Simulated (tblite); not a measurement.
# B2H6O4S2: the cost of one run

Computed with tblite 0.8.0 and PySCF 2.14.0; each step states its level. No surroundings beyond the atoms listed, unless a continuum is named. Atoms count from 0, parts from 1.

## 1. Starting point

14 atoms, charge 0, multiplicity 1; geometry: distance geometry start.

## 2. Geometry optimisation with GFN1-xTB

Job settings and geometry (Å):

```
{"job": {"kind": "relax", "xc": "GFN1-xTB", "basis": "xTB"}, "charge": 0, "multiplicity": 1}
O      3.124162    -0.292389    -1.741330
B      1.673401    -0.618593    -1.625545
O      1.088199    -1.372011    -2.776972
S      1.187266    -1.410835     0.055455
B      0.178851     0.132739     0.526324
O      0.760390     0.889688     1.651149
O     -1.276258    -0.194766     0.598236
S      0.607889     0.905390    -1.182333
H      3.847256    -0.921383    -1.646058
H      0.148432    -1.636132    -2.899011
H      2.271495    -1.621166     0.878114
H      0.523254     1.790459     1.912363
H     -1.664906    -1.037703     0.812958
H      1.319365     2.057639    -1.099767
```

Level: GFN1-xTB geometry optimisation, gas phase.

Launch:

```bash
> OMP_NUM_THREADS=1 python cluster_run.py task.json out
```

This one command runs all jobs of the session in turn.

**Question.** How long does this first job take on 1 thread of Arm Neoverse V2, shared host?

About 6.8 s.
